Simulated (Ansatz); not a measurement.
# ZrC: a relaxation

Wanted: a converged relaxation for ZrC, and a check of what comes out. The structure is shown as the input types it.

The COD entry's cell or inner coordinates are ideal or old and differ from later refinements, so a difference from it is no clean test against experiment.

Method: DFT, LDA, PAW with Ansatz's default frozen-core files, scalar-relativistic; relaxation of cell and atoms, in Ansatz 0.2.0.

## (1) The starting structure

It takes space group Fm-3m (No. 225, cubic). Conventional cell: a = 4.730 Å, b = 4.730 Å, c = 4.730 Å, α = 90.00°, β = 90.00°, γ = 90.00°. Around Zr (site symmetry m-3m) lie 6 C at 2.37 Å. Around C (site symmetry m-3m) lie 6 Zr at 2.37 Å.

The input asks for a charge of +0.5 e on the cell.

Coordinates:

```
Zr C
1.0
     0.00000    2.36500    2.36500
     2.36500    0.00000    2.36500
     2.36500    2.36500    0.00000
Zr C
1 1
Cartesian
  2.3650 2.3650 2.3650
  0.0000 0.0000 0.0000
```

## (2) Running it

Contents of input.yaml:

```yaml
crystal:
  lattice:
    - [0.0, 2.365, 2.365]
    - [2.365, 0.0, 2.365]
    - [2.365, 2.365, 0.0]
  atoms:
    - { symbol: Zr, position: [0.5, 0.5, 0.5] }
    - { symbol: C, position: [0.0, 0.0, 0.0] }
kpoints:
  mp_grid: { grid: [12, 12, 12] }
scf:
  occupations: { method: fermi_dirac, width: 0.1 }
  max_iter: 60
hamiltonian:
  xc: lda
  pseudopotentials: { kind: paw }
relax:
  f_tol: 0.002
  max_steps: 80
  cell: {}
output:
  forces: true
  stress: true
total_charge: 0.5
```

The run is started by

```sh
$ ansatz run input.yaml --threads 2 --pin off --max-ram 5120MiB --backend cpu --events-out ev --progress --plain --runs-dir out
```

Q: Will this input give a usable result? If not, why, and what should change?

This run ends as converged. That alone doesn't make the input a sound one.

Look at the input: total_charge is 0.5. With this charge the calculation describes a differently charged system.

The test: delete total_charge (the default then holds).
